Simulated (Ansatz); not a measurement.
I need a polarisability from point charges of CH6AlNO, SMILES C[NH][AlH][OH]. Use Ansatz 0.2.0, Python API. Use (for the species named): PBE0, def2-SVPD basis, multiplicity 1.

The script reads `ch6alno.xyz`:
```text
10

C    -1.30640    0.24240   -0.59600
N    -0.63000   -0.84410   -0.03730
Al    0.82630   -0.21870    1.00150
O     2.23060    0.83170    0.23870
H    -2.19800   -0.10110   -1.23640
H    -1.77630    0.93970    0.19870
H    -0.66750    0.89870   -1.26020
H    -0.18790   -1.37950   -0.83370
H     0.96690   -0.59420    2.60200
H     2.82540    0.17390   -0.07420
```

Script `field_ch6alno.py`:
```python
'''Dipole of CH6AlNO in the field of point charges.'''

import ansatz
import numpy as np


def main() -> None:
    ch6alno = ansatz.Crystal.molecule_from_extxyz('ch6alno.xyz')

    calc = ch6alno.calculation().basis(gaussian='def2-SVPD').functional('pbe0').forces()
    # charges +q and -q at -R and +R make a nearly even field 2 k q / R^2 at the centre
    centre = np.mean([site.position_ang for site in ch6alno.cartesian_sites], axis=0)
    field = 2 * 14.399645 * 3.0 / 25.0 ** 2


    def dipole(axis, sign):
        arm = 25.0 * np.eye(3)[axis]
        pair = [{'charge': sign * 3.0, 'position_ang': (centre - arm).tolist()}, {'charge': -sign * 3.0, 'position_ang': (centre + arm).tolist()}]
        deck = calc.input().set(ansatz.key.basis.gaussian.point_charges, pair)
        return np.array(ansatz.Session.from_dict(deck).plan().execute().report['charge_distribution']['dipole_moment_e_ang'])


    print(f'field {field:.4f} V/A')
    alpha = np.array([(dipole(axis, 1) - dipole(axis, -1)) / (2 * field) * 14.399645 for axis in range(3)])
    print('polarisability tensor (A^3)')
    print(np.array2string(alpha, precision=3, suppress_small=True))
    print(f'mean {np.trace(alpha) / 3:.3f} A^3 = {np.trace(alpha) / 3 / 0.14818471:.2f} bohr^3')


if __name__ == '__main__':
    main()
```

```console
$ python field_ch6alno.py
field 0.1382 V/A
polarisability tensor (A^3)
[[ 9.064  0.142  0.717]
 [ 0.132  7.372 -0.352]
 [ 0.721 -0.366  8.367]]
mean 8.268 A^3 = 55.79 bohr^3
```

The geometry is a force-field or estimated start, not a minimum of this method, and the basis set is short of its limit. The field of two point charges is only nearly even. Wall time of the script: 26 s on 1 thread of Arm Neoverse V2 (shared host), peak memory 0.34 GiB.
